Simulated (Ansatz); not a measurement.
# HRh4C: the cost of one run

Method: DFT PBEsol, scalar-relativistic, plane waves, PAW, in Ansatz 0.2.0.

5 further runs of the same task are left out: 3 that didn't finish, 2 set aside as unsound or not needed.

### 1 The system as given

The structure is tetragonal, space group P4mm (No. 99). The conventional cell has a = 2.673 Å, b = 2.673 Å, c = 22.670 Å, α = 90.00°, β = 90.00°, γ = 90.00°. Rh (site symmetry 4mm) is surrounded by 8 Rh at 2.67 Å. Around Rh (site symmetry 4mm) lie 12 Rh at 2.67 to 2.68 Å. Rh (site symmetry 4mm) has 12 Rh at 2.62 to 2.68 Å as nearest neighbours. Around Rh (site symmetry 4mm) lie 8 Rh at 2.62 to 2.67 Å.

Structure file:

```cif
data_structure
_symmetry_space_group_name_H-M 'P 1'
_symmetry_Int_Tables_number 1
_cell_length_a 2.6729
_cell_length_b 2.6729
_cell_length_c 22.6700
_cell_angle_alpha 90.000
_cell_angle_beta 90.000
_cell_angle_gamma 90.000
_cell_volume 161.96
loop_
_atom_site_label
_atom_site_type_symbol
_atom_site_fract_x
_atom_site_fract_y
_atom_site_fract_z
_atom_site_occupancy
Rh1 Rh 0.50000 0.50000 0.37495 1
Rh2 Rh 0.00000 0.00000 0.45832 1
Rh3 Rh 0.50000 0.50000 0.54191 1
Rh4 Rh 0.00000 0.00000 0.62202 1
```

Miller indices refer to the conventional cell of the relaxed bulk, Fm-3m (No. 225): a = 3.780 Å, b = 3.780 Å, c = 3.780 Å, α = 90.00°, β = 90.00°, γ = 90.00°.

This (100) slab, 5.7 Å thick as cut, with 17 Å of vacuum; its outer planes are Rh (top) and Rh (bottom), was relaxed beforehand with its lower half held: -25352.3843 eV, work function 5.23 eV.

### 2 Start: CH, top (Rh)

The input, input.yaml:

```yaml
crystal:
  lattice:
    - [2.6728587967, 0.0, 0.0]
    - [0.0, 2.6728587967, 0.0]
    - [0.0, 0.0, 25.7699897408]
  atoms:
    - { symbol: Rh, position: [0.5, 0.5, 0.3298410316] }
    - { symbol: Rh, position: [0.0, 0.0, 0.4031820223] }
    - { symbol: Rh, position: [0.5, 0.5, 0.4767165874] }
    - { symbol: Rh, position: [0.0, 0.0, 0.5471965117] }
    - { symbol: C, position: [0.0, 0.0, 0.631791035] }
    - { symbol: H, position: [0.0, 0.0, 0.674476345] }
basis:
  ecutwfc: 420
kpoints:
  mp_grid: { grid: [11, 11, 1] }
hamiltonian:
  xc: pbesol
scf:
  occupations: { method: gaussian, width: 0.1 }
output:
  forces: true
  eigenvalues: true
relax:
  adjacent_minimum: "off"
  f_tol: 0.03
  max_steps: 70
  constraints: [{ sites: [0, 1] }]
efield:
  axis: 3
  dipole_correction: true
  ramp_width: 0.04
```

On the command line:

```sh
$ ansatz run input.yaml --threads 1 --pin off --max-ram 2560MiB --backend cpu --events-out ev --progress --plain --runs-dir out
```

**Question.** How long does this run take on 1 thread of Intel Xeon at 2.70GHz, shared host, and how much memory does it need?

About 3.4 min, with a peak of 0.47 GiB.
